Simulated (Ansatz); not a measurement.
**C₃H₈OSi: a ladder of functionals and wavefunction methods**

An exercise on one series of results from a longer session: the logs are not shown, and one member is left open.

The runs use Ansatz 0.2.0, Gaussian basis; functionals in def2-TZVPP, the program's frozen cores in correlated methods.

Levels to be run: LDA (SPW92), PBE-D4, revPBE-D4, BLYP-D4, r2SCAN-D4, B97M-V, PBE0-D4, B3LYP-D4, r2SCANh-D4, r2SCAN0-D4, HSE06-D4, BHLYP-D4, CAM-B3LYP-D4, LC-ωPBE, ωB97X-V, ωB97M-V, B2PLYP, PBE-QIDH; CCSD(T)/def2-SVP; CCSD(T)/def2-TZVPP; MP2/def2-QZVPP; extrapolation to the limit; RPA on PBE.

## Structure used throughout

An earlier PBE0-D4 in a triple-zeta def2 set relaxation fixed the geometry.

SMILES `C1CO[SiH2]C1`, 13 atoms, charge 0, spin multiplicity 1.

Atoms are counted from 1 here; the program's logs count them from 0.

Bond lengths: C1–C2 1.527 Å, C1–C5 1.537 Å, C1–H6 1.094 Å, C1–H7 1.095 Å, C2–O3 1.422 Å, C2–H8 1.098 Å, C2–H9 1.093 Å, O3–Si4 1.659 Å, Si4–C5 1.879 Å, Si4–H10 1.488 Å, Si4–H11 1.487 Å, C5–H12 1.094 Å, C5–H13 1.090 Å. Angles: C2–C1–C5 107.7°, C2–C1–H6 110.9°, C2–C1–H7 108.7°, C5–C1–H6 112.7°, C5–C1–H7 109.5°, H6–C1–H7 107.4°, C1–C2–O3 108.9°, C1–C2–H8 110.5°, C1–C2–H9 111.8°, O3–C2–H8 109.3°, O3–C2–H9 108.3°, H8–C2–H9 107.9°, C2–O3–Si4 111.9°, O3–Si4–C5 96.7°, O3–Si4–H10 111.5°, O3–Si4–H11 110.4°, C5–Si4–H10 114.6°, C5–Si4–H11 115.1° and more.

Coordinates:

```
C    -0.9150    0.3334    0.5686
C    -0.0016   -0.7135    1.2016
O     0.7062   -1.3905    0.1704
Si    0.8849   -0.4454   -1.1817
C    -0.1330    1.0102   -0.5680
H    -1.2693    1.0459    1.3187
H    -1.7946   -0.1707    0.1561
H     0.7165   -0.2372    1.8823
H    -0.5667   -1.4534    1.7738
H     2.3159   -0.1330   -1.4424
H     0.3343   -1.1410   -2.3756
H     0.5288    1.7900   -0.1789
H    -0.7858    1.4706   -1.3101
```

Set-up of the first run:

File in.yaml:

```yaml
crystal:
  periodic: [false, false, false]
  atoms:
    - {symbol: C, position_ang: [-0.915006, 0.333414, 0.568606]}
    - {symbol: C, position_ang: [-0.001635, -0.713472, 1.201553]}
    - {symbol: O, position_ang: [0.706197, -1.390499, 0.170424]}
    - {symbol: Si, position_ang: [0.884924, -0.445405, -1.181654]}
    - {symbol: C, position_ang: [-0.132970, 1.010196, -0.567980]}
    - {symbol: H, position_ang: [-1.269293, 1.045923, 1.318683]}
    - {symbol: H, position_ang: [-1.794628, -0.170720, 0.156100]}
    - {symbol: H, position_ang: [0.716458, -0.237172, 1.882308]}
    - {symbol: H, position_ang: [-0.566676, -1.453431, 1.773786]}
    - {symbol: H, position_ang: [2.315908, -0.132966, -1.442391]}
    - {symbol: H, position_ang: [0.334261, -1.141021, -2.375591]}
    - {symbol: H, position_ang: [0.528810, 1.790009, -0.178938]}
    - {symbol: H, position_ang: [-0.785849, 1.470646, -1.310106]}
basis:
  gaussian: {orbitals: def2-TZVPP}
hamiltonian: {xc: lda}
output: {orbitals: {seedname: orbitals}}
```

Command:

```
> ansatz run in.yaml --threads 4 --pin off --events-out ev --progress --plain --max-ram 10444MiB
```

Among the steps run: LDA; PBE-D4 (GGA); revPBE-D4 (GGA); BLYP-D4 (GGA); r2SCAN-D4 (meta-GGA); B97M-V (meta-GGA); B3LYP-D4 (hybrid); r2SCANh-D4 (hybrid); r2SCAN0-D4 (hybrid); HSE06-D4 (hybrid); BHLYP-D4 (hybrid); CAM-B3LYP-D4 (range-separated); LC-ωPBE (range-separated); ωB97X-V (range-separated); ωB97M-V (range-separated); B2PLYP (double hybrid); PBE-QIDH (double hybrid).

One table of the session follows, with a row left open; its other results are not shown here.

It belongs to the step «Frontier levels by functional». 

```
  functional  HOMO (eV)  LUMO (eV)  gap (eV)
 LDA (SPW92)      -6.42      -0.54      5.88
      PBE-D4      -6.32      -0.30      6.02
   revPBE-D4      -6.28      -0.20      6.08
     BLYP-D4      -6.24      -0.18      6.06
   r2SCAN-D4      -6.64       0.14      6.78
      B97M-V      -6.79      -0.12      6.68
     PBE0-D4          ?          ?         ?
    B3LYP-D4      -7.60       0.33      7.93
  r2SCANh-D4      -7.20       0.43      7.63
  r2SCAN0-D4      -8.04       0.84      8.88
    HSE06-D4      -7.41       0.19      7.60
    BHLYP-D4      -9.27       1.37     10.65
CAM-B3LYP-D4      -9.26       1.50     10.76
     LC-ωPBE     -10.58       2.70     13.27
     ωB97X-V     -10.27       2.53     12.80
     ωB97M-V     -10.18       2.16     12.34
```

Q: Estimate the row for PBE0-D4 from the others.

**Answer.** HOMO (eV): -7.82; LUMO (eV): 0.56; gap (eV): 8.38. In the column «HOMO (eV)» it lies between r2SCAN0-D4 (-8.04) and B3LYP-D4 (-7.60).
